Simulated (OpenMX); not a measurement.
# HPbNO4 in OpenMX: the effect of dispersion

Crystal: HPbNO4.

```
H Pb N O
1.0
     4.27531   -0.00040    0.00636
    -2.08399    5.20775   -0.04907
    -2.12377   -1.86574    4.91491
H Pb N O
1 1 1 4
Direct
  0.99073 0.03330 0.90994
  0.50274 0.81989 0.14287
  0.00838 0.47408 0.50265
  0.99816 0.92741 0.02877
  0.19467 0.73435 0.60852
  0.81673 0.35882 0.24556
  0.01381 0.33121 0.65217
```

The cell was built by a generator and needn't be a form met in nature.

Alike in all runs:

```yaml
Program: OpenMX 3.8.5
Task: single point
Functional: PBE
Potentials_or_basis: OpenMX 2013 PBE set, H6.0-s2p1, Pb8.0-s3p2d2f1, N6.0-s2p2d1, O6.0-s2p2d1, grid cutoff 500 Ry
k_mesh: 7 × 5 × 5
Occupations: fermi-dirac, width 0.05 eV
Spin: no spin polarisation
```

```tsv
dispersion	pressure (GPa)	largest force (eV/Å)
none	?	?
D3	1.5	1.15
D3(BJ)	1.3	1.14
D4	0.9	1.14
```

Problem. What does the run with dispersion none give?

Solution. Pressure 2.1 GPa; largest force 1.13 eV/Å.

Caveats: the basis of atomic orbitals isn't converged, which shifts pressures, moduli and gaps; forces of over 1 eV/Å show positions far from the minimum, so gaps and moduli don't describe the material at rest.
